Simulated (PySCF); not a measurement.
# C₂H₄AlF: electronic excitations and core binding energies

Wanted: the electronic excitations and core binding energies of C₂H₄AlF (`C=[CH][AlH][F]`), by calculation.

The runs use PySCF 2.14.0, with density-fitted response routines of our own; the level of theory stands in each step. All values are computed, except where a source is named. Atoms count from 0, in the outputs and in this text.

### 1 The molecule as given

8 atoms, charge 0, multiplicity 1; geometry from: GFN2-xTB.

Bonds of the start (Å): C0–C1 1.33, C1–Al2 1.97, Al2–F3 1.65, C0–H4 1.08, C0–H5 1.08, C1–H6 1.09, Al2–H7 1.53.

### 2 TDDFT and polarisability: PBE0/def2-SVPD

Job settings and geometry (Å):

```
{"job": {"kind": "uv", "xc": "PBE0", "basis": "def2-SVPD", "nstates": 8, "ntriplets": 3}, "charge": 0, "multiplicity": 1}
C     -1.331830     0.246839     0.235357
C     -0.394515    -0.662949    -0.029654
Al     1.430528     0.059500    -0.215800
F      2.801134    -0.796475    -0.540573
H     -2.380407     0.013028     0.366343
H     -1.069921     1.293047     0.333741
H     -0.701132    -1.705712    -0.121263
H      1.655200     1.562135    -0.052716
```

With the program's defaults for keys left out, this is: TDDFT PBE0/def2-SVPD, vertical, gas phase, core orbitals frozen in the response.

The run is started by

```console
$ OMP_NUM_THREADS=1 python probes_run.py task.json out
```

This one command runs all jobs of the session in turn.

Output:

```text
coarse grid: 7368 points
cycle   1  E = -420.2893309814  dE =  9.174e-02  |g| = 6.054e-01  |ddm| = 3.437e+00
cycle   2  E = -420.1892404794  dE =  1.001e-01  |g| = 9.914e-01  |ddm| = 1.327e+00
cycle   3  E = -420.3616812899  dE = -1.724e-01  |g| = 7.673e-02  |ddm| = 7.155e-01
cycle   4  E = -420.3629546055  dE = -1.273e-03  |g| = 2.847e-02  |ddm| = 1.134e-01
cycle   5  E = -420.3631703134  dE = -2.157e-04  |g| = 4.791e-03  |ddm| = 3.575e-02
cycle   6  E = -420.3631752082  dE = -4.895e-06  |g| = 2.750e-03  |ddm| = 8.329e-03
final grid: 67400 points
cycle   7  E = -420.4218382604  dE = -8.122e-06  |g| = 6.424e-03  |ddm| = 4.143e-02
cycle   8  E = -420.4218223591  dE =  1.590e-05  |g| = 1.009e-02  |ddm| = 1.702e-02
cycle   9  E = -420.4218493869  dE = -2.703e-05  |g| = 1.017e-03  |ddm| = 1.043e-02
cycle  10  E = -420.4218496628  dE = -2.759e-07  |g| = 1.267e-04  |ddm| = 1.173e-03
cycle  11  E = -420.4218496674  dE = -4.625e-09  |g| = 3.891e-05  |ddm| = 2.344e-04
cycle  12  E = -420.4218496676  dE = -2.238e-10  |g| = 1.768e-05  |ddm| = 4.298e-05
converged SCF energy = -420.4218496676

Static polarisability (au): isotropic 49.005, principal 37.812 47.526 61.677

Singlet excitations
state   eV       nm        f      main configurations
  1   5.4520    227.4   0.00004   H->L 0.99
  2   6.3401    195.6   0.15710   H-1->L 0.92
  3   6.9669    178.0   0.01113   H->L+2 0.83, H-2->L 0.14
  4   7.2335    171.4   0.01650   H-1->L+1 0.74, H-2->L 0.18
  5   7.3091    169.6   0.04988   H-2->L 0.66, H-1->L+1 0.23, H->L+2 0.09
  6   7.3442    168.8   0.09490   H->L+1 0.91
  7   7.8920    157.1   0.08533   H-1->L+2 0.53, H->L+3 0.30, H->L+4 0.08
  8   7.9010    156.9   0.04515   H-1->L+3 0.96

Triplet excitations (Tamm-Dancoff, eV): 4.1560 4.9103 6.2467
```

Wall time 11 s (1 thread of Arm Neoverse N1, shared host); peak memory 0.48 GiB.

Frontier orbitals and where they lie:

```
orbital      eV                       atoms
 HOMO−3  -11.45   F3 46 %, C1 19 %, C0 15 %
 HOMO−2   -9.96  H7 29 %, Al2 26 %, C0 12 %
 HOMO−1   -8.44   C1 42 %, C0 40 %, Al2 6 %
   HOMO   -8.40  C1 33 %, Al2 23 %, H7 16 %
   LUMO   -1.39  Al2 36 %, C0 25 %, C1 20 %
 LUMO+1    0.00    Al2 72 %, C1 9 %, F3 8 %
 LUMO+2    0.24  Al2 33 %, C1 27 %, C0 14 %
```

With each of the 8 states as a Gaussian band of 0.4 eV half-width at 1/e, the curve within the window shown has maxima at 195 nm (ε 6,400), 167 nm (ε 7,500) L/(mol cm). Beyond the last state computed it falls off for lack of states. The curve at chosen wavelengths:

nm, ε (L/mol/cm) and a bar:
```
      151       2999 ############
      155       5411 ######################
      159       6622 ##########################
      163       7140 #############################
      168       7512 ##############################
      172       6561 ##########################
      176       4726 ###################
      180       3416 ##############
      184       3518 ##############
      188       4746 ###################
      193       6235 #########################
      197       6288 #########################
      201       5236 #####################
      205       3662 ###############
      209       2191 #########
      213       1143 #####
      218        428 ##
      222        174 #
      226         65 
      230         23 
      234          8 
      238          3 
      243          1 
      247          1 
      251          0 
      255          0
```

Further results of this job:

```
           property  computed
  dipole moment (D)      2.13
polarisability (Å³)      7.26
 HOMO–LUMO gap (eV)      7.01
      −ε(HOMO) (eV)      8.40
```

### 3 Core holes by ΔSCF: SCAN, X2C

Settings changed since step 2:

```diff
@@ -1,2 +1,2 @@
-{"job": {"kind": "uv", "xc": "PBE0", "basis": "def2-SVPD", "nstates": 8, "ntriplets": 3}, "charge": 0, "multiplicity": 1}
+{"job": {"kind": "xps"}, "charge": 0, "multiplicity": 1}
 C     -1.331830     0.246839     0.235357
```

Method: delta-SCF UKS SCAN, pcX-2 on the ionised atom, pcseg-1 elsewhere, spin-free X2C.

Output:

```text
ground state, core basis on atom 0 (C), 111 functions
  cycle   1  E = -421.24172943  |g| = 6.94e-01
  cycle   2  E = -421.01640268  |g| = 1.32e+00
  cycle   3  E = -421.33553792  |g| = 1.59e-01
  cycle   4  E = -421.34093534  |g| = 4.66e-02
  cycle   5  E = -421.34151850  |g| = 1.16e-02
  cycle   6  E = -421.34154244  |g| = 8.82e-03
  cycle   7  E = -421.34156495  |g| = 1.09e-03
  cycle   8  E = -421.34156311  |g| = 1.65e-04
  E(ground) = -421.37031457 Eh
hole in C 1s of atom 0
  cycle   1  E = -410.07681819  |g| = 1.50e+00
  cycle   2  E = -407.89716902  |g| = 2.21e+00
  cycle   3  E = -410.29108268  |g| = 8.97e-01
  cycle   4  E = -410.58599875  |g| = 3.75e-01
  cycle   5  E = -410.63482983  |g| = 1.92e-01
  cycle   6  E = -410.65132735  |g| = 5.10e-02
  cycle   7  E = -410.65269399  |g| = 1.93e-02
  cycle   8  E = -410.65288765  |g| = 5.42e-03
  cycle   9  E = -410.65293776  |g| = 2.71e-03
  cycle  10  E = -410.65295696  |g| = 1.42e-03
  cycle  11  E = -410.65296371  |g| = 6.20e-04
  cycle  12  E = -410.65296509  |g| = 2.33e-04
  E(ion) = -410.68063277 Eh   <S^2> = 0.8039   hole on atom = 1.000   binding energy = 290.881 eV
ground state, core basis on atom 1 (C), 111 functions
  cycle   1  E = -421.34291380  |g| = 6.24e-02
  cycle   2  E = -421.34206424  |g| = 6.29e-02
  cycle   3  E = -421.34271834  |g| = 3.90e-02
  cycle   4  E = -421.34315019  |g| = 2.72e-03
  cycle   5  E = -421.34315123  |g| = 9.71e-04
  cycle   6  E = -421.34315203  |g| = 2.31e-04
  E(ground) = -421.37153026 Eh
hole in C 1s of atom 1
  cycle   1  E = -410.09917055  |g| = 1.50e+00
  cycle   2  E = -409.34668534  |g| = 1.86e+00
  cycle   3  E = -410.55965517  |g| = 5.09e-01
  cycle   4  E = -410.63614254  |g| = 2.86e-01
  cycle   5  E = -410.67885324  |g| = 5.62e-02
  cycle   6  E = -410.67979507  |g| = 3.26e-02
  cycle   7  E = -410.68018984  |g| = 1.04e-02
  cycle   8  E = -410.68028619  |g| = 3.73e-03
  cycle   9  E = -410.68032750  |g| = 2.46e-03
  cycle  10  E = -410.68034566  |g| = 1.12e-03
  cycle  11  E = -410.68034924  |g| = 4.09e-04
  E(ion) = -410.70807907 Eh   <S^2> = 0.8038   hole on atom = 1.000   binding energy = 290.167 eV
ground state, core basis on atom 2 (Al), 122 functions
  cycle   1  E = -421.41788190  |g| = 2.43e-01
  cycle   2  E = -421.41767568  |g| = 5.88e-02
  cycle   3  E = -421.41644775  |g| = 8.23e-02
  cycle   4  E = -421.41817783  |g| = 1.98e-02
  cycle   5  E = -421.41826679  |g| = 1.79e-03
  cycle   6  E = -421.41826652  |g| = 3.96e-04
  E(ground) = -421.40993898 Eh
hole in Al 1s of atom 2
  cycle   1  E = -362.82288002  |g| = 3.97e+00
  cycle   2  E = -362.66246848  |g| = 2.11e+00
  cycle   3  E = -363.27651287  |g| = 9.28e-01
  cycle   4  E = -363.74423873  |g| = 3.63e-01
  cycle   5  E = -363.78136672  |g| = 2.18e-01
  cycle   6  E = -363.80414833  |g| = 5.49e-02
  cycle   7  E = -363.80551873  |g| = 1.79e-02
  cycle   8  E = -363.80560724  |g| = 1.18e-02
  cycle   9  E = -363.80567632  |g| = 1.88e-03
  cycle  10  E = -363.80567824  |g| = 2.57e-04
  E(ion) = -363.80137104 Eh   <S^2> = 0.7520   hole on atom = 1.000   binding energy = 1567.609 eV
hole in Al 2p of atom 2
  cycle   1  E = -418.15735250  |g| = 1.07e+00
  cycle   2  E = -417.89005272  |g| = 1.07e+00
  cycle   3  E = -418.27861874  |g| = 4.64e-01
  cycle   4  E = -418.41393293  |g| = 1.01e-01
  cycle   5  E = -418.41420639  |g| = 9.30e-02
  cycle   6  E = -418.41880735  |g| = 2.65e-02
  cycle   7  E = -418.41922636  |g| = 4.31e-03
  cycle   8  E = -418.41923251  |g| = 3.46e-03
  cycle   9  E = -418.41923835  |g| = 8.12e-04
  cycle  10  E = -418.41923783  |g| = 2.34e-04
  E(ion) = -418.41772948 Eh   <S^2> = 0.7538   hole on atom = 1.004   binding energy = 81.422 eV
  2p3/2 = 80.971 eV   2p1/2 = 81.530 eV
ground state, core basis on atom 3 (F), 111 functions
  cycle   1  E = -421.38616811  |g| = 1.24e-01
  cycle   2  E = -421.38539595  |g| = 9.15e-02
  cycle   3  E = -421.38583951  |g| = 7.14e-02
  cycle   4  E = -421.38651461  |g| = 2.80e-03
  cycle   5  E = -421.38651589  |g| = 9.22e-04
  cycle   6  E = -421.38651874  |g| = 2.97e-04
  E(ground) = -421.41699589 Eh
hole in F 1s of atom 3
  cycle   1  E = -395.07549846  |g| = 2.58e+00
  cycle   2  E = -395.08585506  |g| = 2.08e+00
  cycle   3  E = -395.91898115  |g| = 3.12e-01
  cycle   4  E = -395.89628164  |g| = 3.09e-01
  cycle   5  E = -395.96357893  |g| = 3.74e-02
  cycle   6  E = -395.96403578  |g| = 3.21e-02
  cycle   7  E = -395.96459700  |g| = 4.90e-03
  cycle   8  E = -395.96461393  |g| = 1.52e-03
  cycle   9  E = -395.96461636  |g| = 2.69e-04
  E(ion) = -396.00215145 Eh   <S^2> = 0.7565   hole on atom = 1.000   binding energy = 691.573 eV
```

It took 24 s on 1 thread of Arm Neoverse N1, shared host; peak memory 0.38 GiB.

The holes in one table. −ε is the ground-state orbital energy:

```
       hole  stands for                  environment  ΔSCF (eV; 2p as the shell's mean)  −ε (eV)   ⟨S²⟩
  C1s on C0          C0         terminal =CH2 carbon                             290.88    274.2  0.804
  C1s on C1          C1                    alkene CH                             290.17    273.6  0.804
Al1s on Al2         Al2  aluminium bonded to C, F, H                            1567.61   1518.4  0.752
Al2p on Al2         Al2  aluminium bonded to C, F, H                              81.16     70.9  0.754
  F1s on F3          F3        fluorine bonded to Al                             691.57    665.5  0.756
```

With the spin-orbit splitting: Al2 2p3/2 80.97, 2p1/2 81.53 eV. The table gives each 2p level as the mean over the whole 2p shell (two parts 2p3/2, one part 2p1/2), which differs a little from the single hole in the log.

### 4 Summary of results

```
                                quantity                        value
         lowest singlet (PBE0/def2-SVPD)  5.45 eV (227 nm), f = 0.000
brightest single state of those computed  state 2, 6.34 eV, f = 0.157
                          lowest triplet                      4.16 eV
        C1s binding energies, SCAN/pcX-2      C0 290.88, C1 290.17 eV
       Al1s binding energies, SCAN/pcX-2               Al2 1567.61 eV
       Al2p binding energies, SCAN/pcX-2                 Al2 81.16 eV
        F1s binding energies, SCAN/pcX-2                 F3 691.57 eV
```

**Reading.** The lowest singlet, at 5.45 eV, is HOMO→LUMO 0.99 and is dark; of the 8 states computed, the strongest absorption comes from state 2 at 6.34 eV. The lowest triplet lies 1.30 eV below the lowest singlet (triplets in Tamm-Dancoff, singlets in full TDDFT). The C1s levels kept as sound span 0.71 eV, from C1 (alkene CH) up to C0 (terminal =CH2 carbon).
